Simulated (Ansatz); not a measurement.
**CH₅NSb+ (SMILES [CH2+][NH][SbH2]): functionals against CCSD(T) at one geometry**

The task here is to estimate one member of a computed series from the others.

Method: single points in def2-TZVPP; program: Ansatz 0.2.0, Gaussian basis.

Cores are frozen in the correlated methods. Filled d shells of the heavier atoms are correlated. Core potentials replace the inner electrons past krypton, and spin-orbit coupling is left out.

## Starting geometry

SMILES `[CH2+][NH][SbH2]`, 8 atoms, charge 1, spin multiplicity 1.

Atoms are counted from 1 here; the program's logs count them from 0.

Bond lengths: C1–N2 1.223 Å, C1–H4 0.989 Å, C1–H5 1.016 Å, N2–Sb3 2.187 Å, N2–H6 1.011 Å, Sb3–H7 1.759 Å, Sb3–H8 1.647 Å. Angles: N2–C1–H4 116.1°, N2–C1–H5 125.3°, H4–C1–H5 118.6°, C1–N2–Sb3 129.9°, C1–N2–H6 115.1°, Sb3–N2–H6 115.0°, N2–Sb3–H7 86.8°, N2–Sb3–H8 87.9°, H7–Sb3–H8 89.0°.

As a file:

```xyz
8

C    -0.8708    0.8861   -0.6815
N    -0.2215    0.2741    0.1548
Sb    0.7542   -1.6784    0.0194
H    -0.9614    0.4518   -1.5655
H    -1.2826    1.8048   -0.5469
H    -0.1419    0.7296    1.0544
H     0.6448   -1.7453    1.7738
H     2.1971   -0.8988    0.1677
```

The first run:

The input, run/in.yaml:

```yaml
crystal:
  periodic: [false, false, false]
  atoms:
    - {symbol: C, position_ang: [-0.870800, 0.886100, -0.681500]}
    - {symbol: N, position_ang: [-0.221500, 0.274100, 0.154800]}
    - {symbol: Sb, position_ang: [0.754200, -1.678400, 0.019400]}
    - {symbol: H, position_ang: [-0.961400, 0.451800, -1.565500]}
    - {symbol: H, position_ang: [-1.282600, 1.804800, -0.546900]}
    - {symbol: H, position_ang: [-0.141900, 0.729600, 1.054400]}
    - {symbol: H, position_ang: [0.644800, -1.745300, 1.773800]}
    - {symbol: H, position_ang: [2.197100, -0.898800, 0.167700]}
basis:
  gaussian: {orbitals: def2-TZVPP}
total_charge: 1
correlation: {method: ccsd_t}
output: {forces: true}
```

No record of the launch command was kept for these runs.

Among the steps run: CCSD(T)/def2-TZVPP; PBE0-D4/def2-TZVPP; wB97M-V/def2-TZVPP; r2SCAN-D4/def2-TZVPP; PBE-D4/def2-TZVPP; BLYP-D4/def2-TZVPP; LC-wPBE/def2-TZVPP.

One of the session's tables, all rows but one given; the rest of the session is left out.

| method | RMS force component (eV/Å) | angle to CCSD(T) forces (°) |
| --- | --- | --- |
| CCSD(T) | 1.524 | reference |
| PBE0-D4 | 1.412 | 10.7 |
| wB97M-V | 1.404 | 7.6 |
| r2SCAN-D4 | 1.425 | 8.3 |
| PBE-D4 | 1.519 | 10.0 |
| BLYP-D4 | 1.497 | 10.4 |
| LC-wPBE | ? | ? |

**Question.** Estimate the row for LC-wPBE.

The run gave: RMS force component (eV/Å): 1.411; angle to CCSD(T) forces (°): 11.9. In the column «RMS force component (eV/Å)» it lies between wB97M-V (1.404) and PBE0-D4 (1.412).
